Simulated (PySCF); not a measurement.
**C3H3F2NO: runs on many settings**

Aim: see how C3H3F2NO (`FC(F)O[C@@H]1C=N1`) answers to the choice of functional, basis, grid and SCF options, and what happens with inputs that are wrong on purpose.

The runs use PySCF 2.14.0, with density-fitted response routines of our own; the level of theory stands in each step. All values are computed, except where a source is named. Atoms are numbered from 0 throughout.

## (1) Starting geometry

10 atoms, charge 0, multiplicity 1; geometry from: GFN2-xTB.

Bonds of the start (Å): F0–C1 1.34, C1–F2 1.36, C1–O3 1.36, O3–C4 1.40, C4–C5 1.45, C5–N6 1.25, N6–C4 1.48, C1–H7 1.11, C4–H8 1.08, C5–H9 1.06.

## (2) Nuclear shieldings: PBE0/pcSseg-1

The job: settings as JSON, then the geometry in Å.

```
{"job": {"kind": "nmr", "xc": "PBE0", "basis": "pcSseg-1"}, "charge": 0, "multiplicity": 1}
F     -2.024242     0.619782     1.350375
C     -1.394681     0.377293     0.196842
F     -2.301103    -0.233815    -0.609466
O     -0.336105    -0.433979     0.449799
C      0.604135    -0.509203    -0.587829
C      1.985153    -0.205985    -0.279383
N      1.391324     0.710469    -0.897327
H     -1.122725     1.337634    -0.279901
H      0.314464    -1.158043    -1.405880
H      2.892661    -0.499498     0.187401
```

Method: GIAO PBE0/pcSseg-1 NMR shielding, non-relativistic, gas phase.

Command:

```
> OMP_NUM_THREADS=1 python probes_run.py task.json out
```

One launch serves the whole session: the jobs run in the order shown.

The log of the run:

```text
coarse grid: 9440 points
cycle   1  E = -445.0125985179  dE =  1.336e+00  |g| = 8.525e-01  |ddm| = 2.838e+00
cycle   2  E = -444.8989687098  dE =  1.136e-01  |g| = 1.217e+00  |ddm| = 1.040e+00
cycle   3  E = -445.1349166437  dE = -2.359e-01  |g| = 7.429e-02  |ddm| = 6.126e-01
cycle   4  E = -445.1348322256  dE =  8.442e-05  |g| = 7.488e-02  |ddm| = 7.795e-02
cycle   5  E = -445.1360112976  dE = -1.179e-03  |g| = 6.522e-03  |ddm| = 4.550e-02
cycle   6  E = -445.1360181208  dE = -6.823e-06  |g| = 2.868e-03  |ddm| = 6.290e-03
final grid: 95152 points
cycle   7  E = -445.1993502739  dE = -3.473e-05  |g| = 9.475e-03  |ddm| = 1.999e-02
cycle   8  E = -445.1993368404  dE =  1.343e-05  |g| = 1.322e-02  |ddm| = 1.170e-02
cycle   9  E = -445.1993658095  dE = -2.897e-05  |g| = 1.556e-03  |ddm| = 6.866e-03
cycle  10  E = -445.1993662839  dE = -4.744e-07  |g| = 5.541e-04  |ddm| = 1.221e-03
cycle  11  E = -445.1993663435  dE = -5.967e-08  |g| = 1.084e-04  |ddm| = 3.699e-04
cycle  12  E = -445.1993663457  dE = -2.173e-09  |g| = 1.881e-05  |ddm| = 7.897e-05
cycle  13  E = -445.1993663458  dE = -4.695e-11  |g| = 1.021e-05  |ddm| = 1.708e-05
converged SCF energy = -445.1993663458

GIAO shielding tensors (ppm)
atom      isotropic    diamagn.    paramagn.     s11        s22        s33       span
  0 F      277.989     470.173    -192.185    184.302    306.794    342.871    158.569
  1 C       63.583     239.258    -175.675     44.493     71.049     75.208     30.715
  2 F      272.486     472.414    -199.928    194.075    263.308    360.075    166.000
  3 O      191.193     399.619    -208.426    166.656    177.736    229.186     62.530
  4 C      132.520     242.290    -109.770     63.133     97.197    237.228    174.095
  5 C        5.115     258.197    -253.082   -174.305     30.100    159.550    333.855
  6 N     -102.887     323.113    -425.999   -451.231   -166.372    308.943    760.175
  7 H       25.010      28.465      -3.455     22.007     24.245     28.777      6.769
  8 H       27.511      29.084      -1.573     21.995     25.080     35.458     13.462
  9 H       20.823      30.332      -9.509     14.394     23.823     24.252      9.858
```

It took 21 s on 1 thread of Intel Xeon at 2.70GHz, shared host; peak memory 0.63 GiB.

Shifts follow as δ = σ(reference) − σ, with reference shieldings (ppm) from runs at the same level and on the same kind of geometry: ¹H TMS 31.72, ¹³C TMS 186.9, ¹⁹F CFCl3 170.9, ¹⁵N NH3 267.7, ¹⁷O H2O 336.1. The references are single molecules in the gas phase, so shifts against H2O, NH3, PH3, H3PO4 or CFCl3 are not on the usual liquid scales and can be off by tens of ppm.

```
atoms                                environment  σ (ppm)  δ (ppm)  δ scaled to CDCl3
   C5                                 C=N carbon      5.1    181.8              175.5
   C1                 sp3 CH bonded to 2 F and O     63.6    123.3              118.5
   C4                 three-membered-ring carbon    132.5     54.4               51.2
   H9                   hydrogen on a C=N carbon    20.82    10.89              10.38
   H7  hydrogen on an sp3 CH bonded to 2 F and O    25.01     6.71               6.43
   H8   hydrogen on a three-membered-ring carbon    27.51     4.21               4.07
   F2                    fluorine of a CF2 group    272.5   -101.5                  –
   F0                    fluorine of a CF2 group    278.0   -107.0                  –
   O3                               ether oxygen    191.2    144.9                  –
   N6                             imine nitrogen   -102.9    370.6                  –
```

The scaled column applies a straight-line fit of computed shieldings to shifts measured in CDCl3, and one for carbons that bear F (root-mean-square error 0.16 ppm for H, 1.9 ppm for C).

The run also stored atomic charges by several schemes (e):

```
atoms  Mulliken    IAO  Hirshfeld  ESP fit
   F0     -0.27  -0.28      -0.10    -0.27
   C1      0.68   0.61       0.20     0.74
   F2     -0.30  -0.32      -0.12    -0.28
   O3     -0.45  -0.37      -0.15    -0.34
   C4      0.12   0.11       0.05    -0.10
   C5      0.12   0.03       0.07     0.21
   N6     -0.25  -0.25      -0.14    -0.33
```

Mayer bond orders: F0–C1 1.02, C1–F2 0.96, C1–O3 1.03, O3–C4 0.91, C4–C5 1.00, C5–N6 1.79, N6–C4 0.98.

Ring of atoms C4, C5, N6: NICS(0) -29.1, NICS(1) -10.3, NICS(1)zz -21.0 ppm (means of both faces; NICS(1) differs between them: -11.6 and -9.1).

The two faces differ (NICS(1)zz -25.1 and -16.9 ppm).

In rings of three or four atoms NICS is ruled by the nearby σ bonds, so it says little on aromaticity.

## (3) Ultraviolet spectrum: PBE0/def2-SVPD

The job, as its differences from that of step 2:

```diff
@@ -1,2 +1,2 @@
-{"job": {"kind": "nmr", "xc": "PBE0", "basis": "pcSseg-1"}, "charge": 0, "multiplicity": 1}
+{"job": {"kind": "uv", "xc": "PBE0", "basis": "def2-SVPD", "nstates": 6, "ntriplets": 2}, "charge": 0, "multiplicity": 1}
 F     -2.024242     0.619782     1.350375
```

With the program's defaults for keys left out, this is: TDDFT PBE0/def2-SVPD, vertical, gas phase, core orbitals frozen in the response.

The log of the run:

```text
coarse grid: 9440 points
cycle   1  E = -444.7547050352  dE =  1.284e+00  |g| = 7.989e-01  |ddm| = 4.066e+00
cycle   2  E = -444.6461030103  dE =  1.086e-01  |g| = 1.144e+00  |ddm| = 1.672e+00
cycle   3  E = -444.8694092215  dE = -2.233e-01  |g| = 7.511e-02  |ddm| = 9.749e-01
cycle   4  E = -444.8695248376  dE = -1.156e-04  |g| = 6.913e-02  |ddm| = 1.359e-01
cycle   5  E = -444.8705526191  dE = -1.028e-03  |g| = 8.585e-03  |ddm| = 7.523e-02
cycle   6  E = -444.8705660775  dE = -1.346e-05  |g| = 3.029e-03  |ddm| = 1.189e-02
cycle   7  E = -444.8705679066  dE = -1.829e-06  |g| = 9.187e-04  |ddm| = 3.689e-03
final grid: 95152 points
cycle   8  E = -444.9337590130  dE = -2.590e-05  |g| = 9.932e-03  |ddm| = 6.332e-02
cycle   9  E = -444.9337381121  dE =  2.090e-05  |g| = 1.466e-02  |ddm| = 2.303e-02
cycle  10  E = -444.9337768862  dE = -3.877e-05  |g| = 1.841e-03  |ddm| = 1.374e-02
cycle  11  E = -444.9337776050  dE = -7.188e-07  |g| = 4.513e-04  |ddm| = 2.204e-03
cycle  12  E = -444.9337776452  dE = -4.022e-08  |g| = 1.140e-04  |ddm| = 5.959e-04
cycle  13  E = -444.9337776477  dE = -2.457e-09  |g| = 4.655e-05  |ddm| = 1.499e-04
cycle  14  E = -444.9337776480  dE = -3.664e-10  |g| = 1.039e-05  |ddm| = 4.424e-05
converged SCF energy = -444.9337776480

Static polarisability (au): isotropic 45.369, principal 39.488 40.975 55.644

Singlet excitations
state   eV       nm        f      main configurations
  1   4.9969    248.1   0.00059   H->L 0.99
  2   6.6777    185.7   0.00099   H-1->L 0.96
  3   7.8240    158.5   0.04086   H-2->L 0.84
  4   8.1990    151.2   0.01252   H->L+1 0.95
  5   8.3030    149.3   0.00314   H-3->L 0.76, H-4->L 0.10
  6   8.3754    148.0   0.00346   H-4->L 0.45, H-5->L 0.18, H->L+2 0.17

Triplet excitations (Tamm-Dancoff, eV): 4.2153 5.0752
```

Wall time 29 s (1 thread of Intel Xeon at 2.70GHz, shared host); peak memory 0.72 GiB.

The orbitals next to the gap, with their largest atomic shares:

```
orbital      eV                      atoms
 HOMO−3  -10.84  F2 29 %, F0 20 %, O3 16 %
 HOMO−2  -10.19  N6 37 %, C5 26 %, O3 14 %
 HOMO−1   -9.65    O3 58 %, C4 9 %, F2 7 %
   HOMO   -8.49  N6 38 %, C4 24 %, C5 18 %
   LUMO   -1.44   C5 43 %, N6 40 %, H9 8 %
 LUMO+1    0.91   C5 40 %, H9 30 %, C4 9 %
 LUMO+2    1.15  C1 16 %, C4 16 %, H8 15 %
```

With each of the 6 states as a Gaussian band of 0.4 eV half-width at 1/e, the curve within the window shown has maxima at 248 nm (ε 24), 185 nm (ε 41), 157 nm (ε 2,000) L/(mol cm). Beyond the last state computed it falls off for lack of states. The curve at chosen wavelengths:

nm, ε (L/mol/cm) and a bar:
```
      143        274 #####
      149       1066 ##################
      154       1790 ##############################
      160       1781 ##############################
      165        954 ################
      171        225 ####
      176         56 #
      182         38 #
      187         40 #
      193         27 
      199         12 
      204          4 
      210          1 
      215          1 
      221          2 
      226          5 
      232         11 
      238         18 
      243         22 
      249         24 
      254         22 
      260         17 
      265         13 
      271          8 
      276          5 
      282          3
```

Ground-state properties from the same run:

| property | computed |
| --- | --- |
| dipole moment (D) | 3.27 |
| polarisability (Å³) | 6.72 |
| HOMO–LUMO gap (eV) | 7.05 |
| −ε(HOMO) (eV) | 8.49 |

## (4) Indirect couplings: BP86/cc-pVTZ

The job, as its differences from that of step 3:

```diff
@@ -1,2 +1,2 @@
-{"job": {"kind": "uv", "xc": "PBE0", "basis": "def2-SVPD", "nstates": 6, "ntriplets": 2}, "charge": 0, "multiplicity": 1}
+{"job": {"kind": "j", "xc": "BP86", "basis": "cc-pVTZ", "scf": {"damp": 0.1}}, "charge": 0, "multiplicity": 1}
 F     -2.024242     0.619782     1.350375
```

Level: BP86/cc-pVTZ indirect spin-spin coupling, non-relativistic, gas phase.

The log of the run:

```text
damping 0.10 in the first 6 cycles
final grid: 95152 points
cycle   1  E = -445.7311972457  dE =  1.203e+00  |g| = 9.361e-01  |ddm| = 6.668e+00
cycle   2  E = -445.5177233894  dE =  2.135e-01  |g| = 1.494e+00  |ddm| = 2.619e+00
cycle   3  E = -445.0498794816  dE =  4.678e-01  |g| = 2.305e+00  |ddm| = 4.036e+00
cycle   4  E = -443.2379524054  dE =  1.812e+00  |g| = 3.801e+00  |ddm| = 6.812e+00
cycle   5  E = -440.7167792887  dE =  2.521e+00  |g| = 5.598e+00  |ddm| = 1.053e+01
cycle   6  E = -419.7318236644  dE =  2.098e+01  |g| = 9.244e+00  |ddm| = 2.325e+01
cycle   7  E = -404.0113266189  dE =  1.572e+01  |g| = 1.344e+01  |ddm| = 3.494e+01
cycle   8  E = -438.7580066241  dE = -3.475e+01  |g| = 5.032e+00  |ddm| = 2.352e+01
cycle   9  E = -441.2590617406  dE = -2.501e+00  |g| = 4.149e+00  |ddm| = 1.340e+01
cycle  10  E = -445.3699479143  dE = -4.111e+00  |g| = 1.517e+00  |ddm| = 1.116e+01
cycle  11  E = -445.5109010856  dE = -1.410e-01  |g| = 1.304e+00  |ddm| = 2.975e+00
cycle  12  E = -445.8226669419  dE = -3.118e-01  |g| = 4.509e-01  |ddm| = 2.016e+00
cycle  13  E = -445.8589175858  dE = -3.625e-02  |g| = 2.189e-01  |ddm| = 6.471e-01
cycle  14  E = -445.8662120844  dE = -7.294e-03  |g| = 7.349e-02  |ddm| = 2.455e-01
cycle  15  E = -445.8672782938  dE = -1.066e-03  |g| = 2.260e-02  |ddm| = 1.053e-01
cycle  16  E = -445.8673505229  dE = -7.223e-05  |g| = 1.042e-02  |ddm| = 4.013e-02
cycle  17  E = -445.8673684142  dE = -1.789e-05  |g| = 3.925e-03  |ddm| = 1.473e-02
cycle  18  E = -445.8673702256  dE = -1.811e-06  |g| = 1.926e-03  |ddm| = 5.979e-03
cycle  19  E = -445.8673708466  dE = -6.210e-07  |g| = 2.755e-04  |ddm| = 2.670e-03
cycle  20  E = -445.8673709149  dE = -6.836e-08  |g| = 4.151e-05  |ddm| = 4.388e-04
cycle  21  E = -445.8673709152  dE = -2.177e-10  |g| = 2.845e-05  |ddm| = 1.022e-04
converged SCF energy = -445.8673709152

Indirect spin-spin couplings (Hz)
  i      j    bonds     total        FC       PSO       DSO        SD
  0 F    1 C    1   -320.133  -303.451   -26.178     1.204     8.292
  0 F    2 F    2     34.977   -27.546     4.953    -0.535    58.105
  0 F    3 O    2    -31.469   -36.014     5.662    -0.020    -1.097
  0 F    4 C    3      2.101     2.180    -0.528    -0.398     0.847
  0 F    5 C    4     -0.619    -0.512     0.255    -0.265    -0.097
  0 F    6 N    4      0.175    -0.063     0.199     0.080    -0.041
  0 F    7 H    2     58.147    63.153    -0.871    -0.829    -3.305
  0 F    8 H    4      1.586     2.499     0.808    -1.666    -0.055
  0 F    9 H    5     -0.160    -0.047     0.842    -0.928    -0.027
  1 C    2 F    1   -336.385  -323.541   -23.376     1.218     9.313
  1 C    3 O    1     27.882    23.989     4.105    -0.212         -
  1 C    4 C    2      1.535     1.726    -0.248     0.057         -
  1 C    5 C    3      4.773     4.791     0.042    -0.059         -
  1 C    6 N    3     -0.082    -0.175     0.104    -0.020     0.009
  1 C    7 H    1    180.754   179.957    -0.970     1.767         -
  1 C    8 H    3     -0.194    -0.148    -0.035    -0.011         -
  1 C    9 H    4      1.921     1.957     0.268    -0.304         -
  2 F    3 O    2     -5.587     2.043    -2.162     0.022    -5.489
  2 F    4 C    3     -1.840    -2.133     0.438     0.022    -0.168
  2 F    5 C    4      0.524     0.811     0.030    -0.325     0.007
  2 F    7 H    2     63.288    69.435    -2.009    -0.628    -3.509
  3 O    4 C    1     33.479    32.888     0.767    -0.176         -
  3 O    5 C    2     -3.368    -3.386     0.020    -0.002         -
  3 O    6 N    2      0.271    -0.182     0.242    -0.003     0.215
  3 O    7 H    2     -3.053    -3.480     0.356     0.071         -
  3 O    8 H    2     -8.064    -7.947    -0.190     0.073         -
  3 O    9 H    3      0.420     0.494    -0.201     0.127         -
  4 C    5 C    1     27.550    28.836    -1.520     0.234         -
  4 C    6 N    1     15.554    14.863     0.727    -0.078     0.042
  4 C    7 H    3      2.294     2.280    -0.214     0.228         -
  4 C    8 H    1    192.810   191.862    -0.329     1.277         -
  4 C    9 H    2      2.385     2.503     0.490    -0.608         -
  5 C    6 N    1      5.055    -2.790     8.724    -0.044    -0.835
  5 C    8 H    2      1.483     1.727     0.154    -0.398         -
  5 C    9 H    1    217.519   218.241    -1.601     0.879         -
  6 N    7 H    4      0.205     0.198     0.140    -0.191     0.058
  6 N    8 H    2     -3.816    -4.074    -0.032     0.142     0.148
  6 N    9 H    2     -6.609    -7.815     0.923     0.395    -0.111
  7 H    9 H    5     -0.281    -0.057     0.983    -1.207         -
  8 H    9 H    3     -2.505    -2.125     1.818    -2.197         -
```

Wall time 76 s (1 thread of Intel Xeon at 2.70GHz, shared host); peak memory 0.75 GiB.

The basis is not made for couplings: without tight functions at the nuclei these values are rough.

Couplings of 1 Hz or more, nine at most for each number of bonds (isotopes 13C, 19F, 1H, 15N, 17O):

```csv
pair,bonds,J (Hz),Fermi contact (Hz),dihedral (°)
C1–F2,1,-336.4,-323.5,–
F0–C1,1,-320.1,-303.5,–
C5–H9,1,217.5,218.2,–
C4–H8,1,192.8,191.9,–
C1–H7,1,180.8,180.0,–
O3–C4,1,33.5,32.9,–
C1–O3,1,27.9,24.0,–
C4–C5,1,27.6,28.8,–
C4–N6,1,15.6,14.9,–
F2–H7,2,63.3,69.4,–
F0–H7,2,58.1,63.2,–
F0–F2,2,35.0,-27.5,–
F0–O3,2,-31.5,-36.0,–
O3–H8,2,-8.1,-7.9,–
N6–H9,2,-6.6,-7.8,–
F2–O3,2,-5.6,2.0,–
N6–H8,2,-3.8,-4.1,–
O3–C5,2,-3.4,-3.4,–
C1–C5,3,4.8,4.8,125
H8–H9,3,-2.5,-2.1,-81
C4–H7,3,2.3,2.3,-43
F0–C4,3,2.1,2.2,-165
F2–C4,3,-1.8,-2.1,79
C1–H9,4,1.9,2.0,–
F0–H8,4,1.6,2.5,–
```

The spin-dipole term was solved for some atoms only; pairs without it lack that part.

The response was solved for the nuclei of C, F, H, N alone, so couplings that need other nuclei can be missing.

Quadrupole couplings from the field gradients of the same density:

```csv
atom,isotope,eQq/h (MHz),η
O3,17O,-10.3,0.92
N6,14N,-3.347,0.82
```

Joined with the shifts from before (PBE0/pcSseg-1, unscaled), the couplings predict the line list below for 500 MHz.

¹H NMR δ 10.89 (d, J = 2.5 Hz, 1H), 6.71 (dd, J = 63.3, 58.1 Hz, 1H), 4.21 (dd, J = 2.5, 1.6 Hz, 1H).

## (5) Ultraviolet spectrum: KT3/def2-SVPD

The job, as its differences from that of step 4:

```diff
@@ -1,2 +1,2 @@
-{"job": {"kind": "j", "xc": "BP86", "basis": "cc-pVTZ", "scf": {"damp": 0.1}}, "charge": 0, "multiplicity": 1}
+{"job": {"kind": "uv", "xc": "KT3", "basis": "def2-SVPD", "nstates": 25, "ntriplets": 0, "tda": false, "scf": {"aux": "def2-qzvpp-jkfit"}}, "charge": 0, "multiplicity": 1}
 F     -2.024242     0.619782     1.350375
```

Method: TDDFT KT3/def2-SVPD, vertical, gas phase, core orbitals frozen in the response.

The log of the run:

```text
final grid: 95152 points
cycle   1  E = -451.2183294962  dE =  1.207e+00  |g| = 9.597e-01  |ddm| = 4.225e+00
cycle   2  E = -450.8237760855  dE =  3.946e-01  |g| = 1.766e+00  |ddm| = 2.376e+00
cycle   3  E = -451.3758523502  dE = -5.521e-01  |g| = 1.331e-01  |ddm| = 1.598e+00
cycle   4  E = -451.3755641431  dE =  2.882e-04  |g| = 1.380e-01  |ddm| = 2.634e-01
cycle   5  E = -451.3798969198  dE = -4.333e-03  |g| = 2.250e-02  |ddm| = 1.605e-01
cycle   6  E = -451.3800052564  dE = -1.083e-04  |g| = 8.477e-03  |ddm| = 4.082e-02
cycle   7  E = -451.3800187162  dE = -1.346e-05  |g| = 2.694e-03  |ddm| = 1.048e-02
cycle   8  E = -451.3800202548  dE = -1.539e-06  |g| = 3.356e-04  |ddm| = 3.132e-03
cycle   9  E = -451.3800202774  dE = -2.259e-08  |g| = 1.264e-04  |ddm| = 6.771e-04
cycle  10  E = -451.3800202806  dE = -3.156e-09  |g| = 3.560e-05  |ddm| = 1.793e-04
cycle  11  E = -451.3800202807  dE = -1.338e-10  |g| = 2.766e-05  |ddm| = 8.861e-05
converged SCF energy = -451.3800202807

Static polarisability (au): isotropic 47.076, principal 40.833 41.931 58.464

Singlet excitations
state   eV       nm        f      main configurations
  1   4.8547    255.4   0.00057   H->L 0.99
  2   5.5980    221.5   0.00051   H-1->L 1.00
  3   6.6769    185.7   0.00030   H-3->L 0.97
  4   7.2202    171.7   0.01405   H->L+1 0.77, H->L+2 0.10
  5   7.2646    170.7   0.00248   H-4->L 0.66, H-2->L 0.16, H->L+1 0.13
  6   7.3427    168.9   0.01044   H->L+2 0.30, H-4->L 0.27, H-2->L 0.26
  7   7.4632    166.1   0.03771   H->L+2 0.54, H-2->L 0.28
  8   7.7050    160.9   0.00733   H->L+3 0.89, H-5->L 0.08
  9   7.7397    160.2   0.00475   H-5->L 0.81
 10   8.1287    152.5   0.00133   H-1->L+1 0.99
 11   8.1585    152.0   0.00354   H-6->L 0.94
 12   8.2268    150.7   0.00568   H->L+4 0.94
 13   8.3263    148.9   0.02515   H-1->L+2 0.99
 14   8.5339    145.3   0.00288   H-7->L 0.88
 15   8.6466    143.4   0.01371   H-1->L+3 0.98
 16   8.6866    142.7   0.00992   H->L+6 0.78, H->L+5 0.11
 17   8.8187    140.6   0.04746   H->L+5 0.69, H->L+6 0.13
 18   8.9177    139.0   0.00414   H-2->L+1 0.91
 19   8.9568    138.4   0.01566   H->L+7 0.91
 20   9.1126    136.1   0.01610   H-2->L+2 0.98
 21   9.1703    135.2   0.00996   H-1->L+4 0.77, H-3->L+1 0.20
 22   9.2062    134.7   0.00709   H-3->L+1 0.79, H-1->L+4 0.19
 23   9.3821    132.1   0.01014   H-8->L 0.34, H-3->L+2 0.27, H-1->L+5 0.20
 24   9.4025    131.9   0.01553   H-3->L+2 0.48, H-2->L+3 0.27, H->L+8 0.14
 25   9.4236    131.6   0.01910   H-2->L+3 0.50, H-8->L 0.19, H-3->L+2 0.14
```

It took 37 s on 1 thread of Intel Xeon at 2.70GHz, shared host.

This run: HOMO -7.16 eV, LUMO -2.52 eV; lowest singlet 4.85 eV.

## (6) NMR shieldings: r2SCAN/pcSseg-1

The job, as its differences from that of step 5:

```diff
@@ -1,2 +1,2 @@
-{"job": {"kind": "uv", "xc": "KT3", "basis": "def2-SVPD", "nstates": 25, "ntriplets": 0, "tda": false, "scf": {"aux": "def2-qzvpp-jkfit"}}, "charge": 0, "multiplicity": 1}
+{"job": {"kind": "nmr", "xc": "r2SCAN", "basis": "pcSseg-1", "pop": false, "scf": {"guess": "random", "max_cycle": 78}, "grid": 0}, "charge": 0, "multiplicity": 1}
 F     -2.024242     0.619782     1.350375
```

Method: r2SCAN/pcSseg-1.

The log of the run:

```text
NotImplementedError: meta-GGA GIAO
```

Wall time 11 s (1 thread of Intel Xeon at 2.70GHz, shared host).

Diagnosis: This response code has no terms for the kinetic-energy density, so it refuses meta-GGA functionals here. Cure: take a GGA or a hybrid, or another code.

## (7) Side by side: electronic excitations

Excitations and ground-state properties, with basis size and wall time:

```csv
run,lowest singlet (eV),brightest (eV),f,gap (eV),α (Å³),μ (D),functions,time
PBE0/def2-SVPD,5.00,7.82,0.041,7.05,6.72,3.27,173,29 s
KT3/def2-SVPD,4.85,8.82,0.047,4.64,6.98,3.17,173,37 s
```

## (8) Summary of results

| quantity | value |
| --- | --- |
| ¹³C shifts against TMS (PBE0/pcSseg-1) | 181.8, 123.3, 54.4 ppm |
| ¹H shifts against TMS (PBE0/pcSseg-1) | 10.89, 6.71, 4.21 ppm |
| ¹⁹F shifts against CFCl3 (PBE0/pcSseg-1) | -101.5, -107.0 ppm |
| ¹⁷O shifts against H2O (PBE0/pcSseg-1) | 144.9 ppm |
| ¹⁵N shifts against NH3 (PBE0/pcSseg-1) | 370.6 ppm |
| lowest singlet (PBE0/def2-SVPD) | 5.00 eV (248 nm), f = 0.001 |
| brightest single state of those computed | state 3, 7.82 eV, f = 0.041 |
| lowest triplet | 4.22 eV |
| largest coupling of the table (BP86/cc-pVTZ) | ¹J(C,F) C1–F2, -336.4 Hz |
| range of the lowest singlet | 4.85 to 5.00 eV |
| property runs in this session | 5, of which 1 failed and 0 gave unsound results |

In words: Single values in the summary come from the first run of each kind that ended normally (PBE0/pcSseg-1; PBE0/def2-SVPD; BP86/cc-pVTZ), which need not be the best level. At PBE0/pcSseg-1: Shielding is most anisotropic at N6 (span 760 ppm, paramagnetic term -426 ppm). The lowest singlet, at 5.00 eV, is HOMO→LUMO 0.99 and is dark; of the 6 states computed, the strongest absorption comes from state 3 at 7.82 eV. The lowest triplet lies 0.78 eV below the lowest singlet (triplets in Tamm-Dancoff, singlets in full TDDFT). In the run at BP86/cc-pVTZ, the largest coupling of the table is C1–F2, -336.4 Hz, of which the Fermi-contact term gives -323.5 Hz. Couplings across rotatable bonds belong to this one conformer; where others are populated, the observed values are averages. Density functionals describe couplings to fluorine poorly, F–F couplings above all, so those rows are rough. The lowest singlet runs from 4.85 eV (KT3/def2-SVPD) to 5.00 eV (PBE0/def2-SVPD), while the orbital gap spans 4.64 to 7.05 eV: the excitation energy moves far less from run to run than the orbital gap does. The lowest state need not be the same one in every run. The runs solved for a few states only, so the brightest column depends on that window. Couplings from bases without tight functions are rough.
